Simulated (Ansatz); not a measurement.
**Molecular dynamics of In8Sb9**

The input (input.yaml):

```yaml
accuracy: low
crystal:
  lattice:
    - [9.173579, 0.0, 0.0]
    - [0.0, 6.4867, 0.0]
    - [0.0, 0.0, 18.880184]
  atoms:
    - { symbol: In, position: [0.0, 0.0, 0.0529656] }
    - { symbol: Sb, position: [-0.01358524, 0.34455428, 0.15717196] }
    - { symbol: In, position: [0.74337351, 0.58467862, 0.19603473] }
    - { symbol: Sb, position: [0.25, 0.75, 0.0529656] }
    - { symbol: In, position: [0.23644428, 0.6057958, 0.19540085] }
    - { symbol: Sb, position: [0.75, 0.75, 0.0529656] }
    - { symbol: In, position: [0.5, 0.0, 0.0529656] }
    - { symbol: Sb, position: [0.48351277, 0.32097266, 0.17669296] }
    - { symbol: In, position: [0.47237468, 0.07670458, 0.30518303] }
    - { symbol: Sb, position: [0.49323439, 0.0854111, 0.45647422] }
    - { symbol: In, position: [0.2707596, 0.71464936, 0.4814351] }
    - { symbol: Sb, position: [0.7308017, 0.83608753, 0.32149747] }
    - { symbol: In, position: [0.76755675, 0.54437793, 0.43076513] }
    - { symbol: Sb, position: [0.18861138, 0.83345531, 0.32306869] }
    - { symbol: In, position: [-0.0287314, 0.1275053, 0.28795475] }
    - { symbol: Sb, position: [0.04062995, 0.49614931, 0.38604581] }
    - { symbol: Sb, position: [0.51918298, 0.46285442, 0.51681587] }
basis:
  ecutwfc: 420.0
kpoints:
  mp_grid: { grid: [2, 2, 1] }
hamiltonian:
  xc: pbe
  pseudopotentials: { kind: paw, azcp: { folder: soft_1 } }
scf:
  occupations: { method: fermi_dirac, width: 0.15 }
  lower_state_search: "off"
md:
  timestep: 3
  n_steps: 270
  ensemble: nvt_langevin
  temperature: 1050.0
  initial_velocities: maxwell_boltzmann
  seed: 503923
  friction: 0.01
  constraints: [{ sites: [0, 3, 5, 6] }]
```

Run as:

```bash
$ ansatz run input.yaml --threads 4 --pin off --max-ram 10240MiB --backend cpu --events-out ev --progress --plain --runs-dir out
```

It goes on from the last frame of an earlier run, with new velocities.

Output, in part (step lines):

```
md step     0: t =     0.00 fs  T =  1050.0 K  F+E_penalty+E_count = -103140.59818208 eV  E_kin = 1.764399 eV  (11 SCF iters)
md step     1: t =     3.00 fs  T =   920.7 K  F+E_penalty+E_count = -103140.63386856 eV  E_kin = 1.547130 eV  (7 SCF iters)
md step     2: t =     6.00 fs  T =   891.8 K  F+E_penalty+E_count = -103140.66390345 eV  E_kin = 1.498596 eV  (7 SCF iters)
md step     3: t =     9.00 fs  T =   988.1 K  F+E_penalty+E_count = -103140.68438660 eV  E_kin = 1.660410 eV  (7 SCF iters)
md step     4: t =    12.00 fs  T =   955.2 K  F+E_penalty+E_count = -103140.69848957 eV  E_kin = 1.605117 eV  (7 SCF iters)
md step     5: t =    15.00 fs  T =   849.0 K  F+E_penalty+E_count = -103140.70601110 eV  E_kin = 1.426682 eV  (5 SCF iters)
md step     6: t =    18.00 fs  T =   930.8 K  F+E_penalty+E_count = -103140.71005248 eV  E_kin = 1.564149 eV  (6 SCF iters)
md step     7: t =    21.00 fs  T =   976.6 K  F+E_penalty+E_count = -103140.71276679 eV  E_kin = 1.641005 eV  (5 SCF iters)
[... lines left out ...]
md step   269: t =   807.00 fs  T =  1095.6 K  F+E_penalty+E_count = -103139.74110818 eV  E_kin = 1.840991 eV  (5 SCF iters)
md step   270: t =   810.00 fs  T =  1079.8 K  F+E_penalty+E_count = -103139.72964098 eV  E_kin = 1.814453 eV  (7 SCF iters)
```

The steps, from the saved trajectory:

```csv
time (fs),T (K),potential energy less start (eV)
0,1050,0.000
27,901,-0.104
54,993,-0.007
81,848,0.074
108,1019,0.345
135,1095,1.018
162,1204,1.016
189,1209,0.976
216,1064,0.990
243,1117,0.679
270,1060,0.941
297,1161,1.099
324,1257,1.220
351,1297,1.295
378,793,1.467
405,625,1.473
432,675,1.321
459,717,1.148
486,986,0.704
513,1186,0.476
540,1176,0.509
567,1165,0.574
594,1105,0.556
621,891,0.504
648,905,0.496
675,950,0.220
702,1055,0.018
729,1724,0.160
756,1401,0.567
783,979,0.763
810,1080,0.869
```

The run went to its last step. A run of 0.81 ps of so small a system gives no equilibrium averages. Limits of this set-up: coarse k mesh, thin slab, slab without dipole correction, a typed lattice constant that wasn't relaxed here, low accuracy level.

Mean squared displacements from the first frame to the last: In 0.67 Å², Sb 0.62 Å².

Last frame:

```xyz
17
Lattice="9.1736 0.0000 0.0000 0.0000 6.4867 0.0000 0.0000 0.0000 18.8802" Properties=species:S:1:pos:R:3
In 0.000 0.000 1.000
Sb 0.445 1.759 3.492
In 6.965 3.480 3.943
Sb 2.293 4.865 1.000
In 2.839 4.399 3.640
Sb 6.880 4.865 1.000
In 4.587 0.000 1.000
Sb 4.475 1.896 3.399
In 4.937 1.960 6.181
Sb 3.299 1.260 8.971
In 3.519 4.697 8.912
Sb 7.024 5.240 6.147
In 7.215 3.372 8.141
Sb 2.263 4.952 6.395
In 0.096 0.306 5.967
Sb 1.089 2.664 7.590
Sb 5.325 2.758 10.502
```

The run took 45 min on 4 threads of Arm Neoverse V1 (shared host), peak memory 3.1 GiB.
